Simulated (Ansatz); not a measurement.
**C₂H₁₀GaN₃: one species, many methods**

The task here is to estimate one member of a computed series from the others.

Method: functionals in def2-TZVPP, the program's frozen cores in correlated methods; program: Ansatz 0.2.0, Gaussian basis.

Levels to be run: LDA (SPW92), PBE-D4, revPBE-D4, BLYP-D4, r2SCAN-D4, B97M-V, PBE0-D4, B3LYP-D4, r2SCANh-D4, r2SCAN0-D4, HSE06-D4, BHLYP-D4, CAM-B3LYP-D4, LC-ωPBE, ωB97X-V, ωB97M-V, B2PLYP, PBE-QIDH; CCSD(T)/def2-SVP; CCSD(T)/def2-TZVPP; MP2/def2-QZVPP; extrapolation to the limit; RPA on PBE.

## The relaxed structure

An earlier PBE0-D4 in a triple-zeta def2 set relaxation fixed the geometry.

16 atoms, charge 0, spin multiplicity 1.

Atoms are counted from 1 here; the program's logs count them from 0.

Bond lengths: C1–N2 1.436 Å, C1–H7 1.092 Å, C1–H8 1.101 Å, C1–H9 1.101 Å, N2–C3 1.436 Å, N2–Ga4 1.822 Å, C3–H10 1.101 Å, C3–H11 1.092 Å, C3–H12 1.101 Å, Ga4–N5 1.826 Å, Ga4–N6 1.825 Å, N5–H13 1.007 Å, N5–H14 1.007 Å, N6–H15 1.007 Å, N6–H16 1.006 Å. Angles: N2–C1–H7 111.2°, N2–C1–H8 111.9°, N2–C1–H9 111.9°, H7–C1–H8 107.3°, H7–C1–H9 107.4°, H8–C1–H9 107.0°, C1–N2–C3 113.2°, C1–N2–Ga4 123.5°, C3–N2–Ga4 123.3°, N2–C3–H10 111.7°, N2–C3–H11 111.1°, N2–C3–H12 112.0°, H10–C3–H11 107.1°, H10–C3–H12 107.0°, H11–C3–H12 107.6°, N2–Ga4–N5 119.3°, N2–Ga4–N6 119.8°, N5–Ga4–N6 120.4° and more.

Set-up of the first run:

Contents of in.yaml:

```yaml
crystal:
  periodic: [false, false, false]
  atoms:
    - {symbol: C, position_ang: [-1.110293, -1.005393, -1.220251]}
    - {symbol: N, position_ang: [-0.061308, -0.652764, -0.305359]}
    - {symbol: C, position_ang: [0.867021, -1.722996, -0.069550]}
    - {symbol: Ga, position_ang: [0.068562, 0.977887, 0.497399]}
    - {symbol: N, position_ang: [1.426208, 1.288383, 1.678619]}
    - {symbol: N, position_ang: [-1.257387, 2.210976, 0.268632]}
    - {symbol: H, position_ang: [-1.799722, -0.171389, -1.370142]}
    - {symbol: H, position_ang: [-1.703486, -1.858191, -0.854719]}
    - {symbol: H, position_ang: [-0.716232, -1.288423, -2.208991]}
    - {symbol: H, position_ang: [0.365010, -2.617198, 0.331765]}
    - {symbol: H, position_ang: [1.630055, -1.429692, 0.654990]}
    - {symbol: H, position_ang: [1.384670, -2.031739, -0.991396]}
    - {symbol: H, position_ang: [1.620237, 2.228862, 1.980883]}
    - {symbol: H, position_ang: [2.280897, 0.759938, 1.621125]}
    - {symbol: H, position_ang: [-1.087556, 3.179589, 0.483093]}
    - {symbol: H, position_ang: [-1.906686, 2.132129, -0.496098]}
basis:
  gaussian: {orbitals: def2-TZVPP}
hamiltonian: {xc: lda}
output: {orbitals: {seedname: orbitals}}
```

Steps of the session up to this table: LDA; PBE-D4 (GGA); revPBE-D4 (GGA); BLYP-D4 (GGA); r2SCAN-D4 (meta-GGA); B97M-V (meta-GGA); PBE0-D4 (hybrid); B3LYP-D4 (hybrid); r2SCANh-D4 (hybrid); r2SCAN0-D4 (hybrid); HSE06-D4 (hybrid); BHLYP-D4 (hybrid); CAM-B3LYP-D4 (range-separated); LC-ωPBE (range-separated); ωB97X-V (range-separated); ωB97M-V (range-separated); B2PLYP (double hybrid); PBE-QIDH (double hybrid).

One of the session's tables, all rows but one given; the rest of the session is left out.

It belongs to the step «Orbital energies across the functionals». 

| functional | HOMO (eV) | gap (eV) |
| --- | --- | --- |
| LDA (SPW92) | -4.70 | 3.83 |
| PBE-D4 | -4.57 | 3.90 |
| revPBE-D4 | -4.51 | 3.96 |
| BLYP-D4 | -4.47 | 3.80 |
| r2SCAN-D4 | ? | ? |
| B97M-V | -4.92 | 4.33 |
| PBE0-D4 | -5.86 | 6.06 |
| B3LYP-D4 | -5.66 | 5.52 |
| r2SCANh-D4 | -5.29 | 5.35 |
| r2SCAN0-D4 | -6.03 | 6.51 |
| HSE06-D4 | -5.46 | 5.29 |
| BHLYP-D4 | -7.10 | 7.99 |
| CAM-B3LYP-D4 | -7.24 | 8.27 |
| LC-ωPBE | -8.56 | 10.94 |
| ωB97X-V | -8.24 | 10.35 |
| ωB97M-V | -8.16 | 9.92 |

Q: Estimate the row for r2SCAN-D4 from the others.

Worked estimate for «HOMO (eV)». Against the share of exact exchange, r2SCANh-D4 (0.1, -5.29), r2SCAN0-D4 (0.25, -6.03) give a slope of -4.93 per unit share; at 0 the line stands at -4.80.

The run gave: HOMO (eV): -4.80; gap (eV): 4.57. In «HOMO (eV)» the line misses by 0.00.
